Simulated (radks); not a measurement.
# Ionising thulium step by step, Tm⁴⁶⁺ to Tm⁶⁸⁺

One table from this session's results is given with a row withheld; the runs are named, their logs left out.

Method: scalar-relativistic Kohn-Sham, LB94 model potential, spin-polarised, spherical densities, finite nucleus; open shells are filled with parallel spins first. Code: radks (a radial shooting solver on a logarithmic mesh, Libxc functionals) version 1.

## What is computed

* element: thulium (Z = 69)
* charges: 46 to 68
* first configuration: [Ar] 3d5
* last configuration: 1s1

The outer shells:

Tm⁴⁶⁺
```
[Ar] core
3d [↑ ][↑ ][↑ ][↑ ][↑ ]
```

Tm⁶⁸⁺
```
1s [↑ ]
```

LB94 adds a gradient term to the LDA potential that gives it a −1/r tail. It is a model potential with no energy functional, so Etot and Exc are not given.

Set-up of the first run:

Settings of this run:

```text
Z 69
configuration [Ar] 3d5
relativity scalar-relativistic
functional lda,pw
model_potential LB94
spin polarised
nucleus finite rms 5.2256 fm
c 137.035999084
```

Steps of the session up to this table: Tm⁴⁶⁺, [Ar] 3d5.

One of the session's tables, all rows but one given; the rest of the session is left out.

It belongs to the step «Tm⁴⁶⁺, [Ar] 3d5». From the orbitals of this run (lengths in bohr):

```
  level      <r>  outermost maximum (interpolated)  90 % within  nodes
2p down  0.07475                            0.0583        0.121      0
  2p up  0.07484                            0.0583        0.122      0
  3s up   0.2113                             0.198        0.308      2
3s down   0.2117                             0.198        0.309      2
  3p up   0.2083                             0.193        0.309      1
3p down   0.2087                             0.194        0.310      1
  3d up        ?                                 ?            ?      ?
3d down   0.1856                             0.155        0.285      0
```

Q: Estimate the row for 3d up from the others.

**Answer.** <r>: 0.1855; outermost maximum (interpolated): 0.155; 90 % within: 0.285; nodes: 0. In the column «<r>» it lies between 2p up (0.07484) and 3d down (0.1856).

To keep in mind: Open shells are spherical and high-spin; term and fine-structure splittings are not resolved.
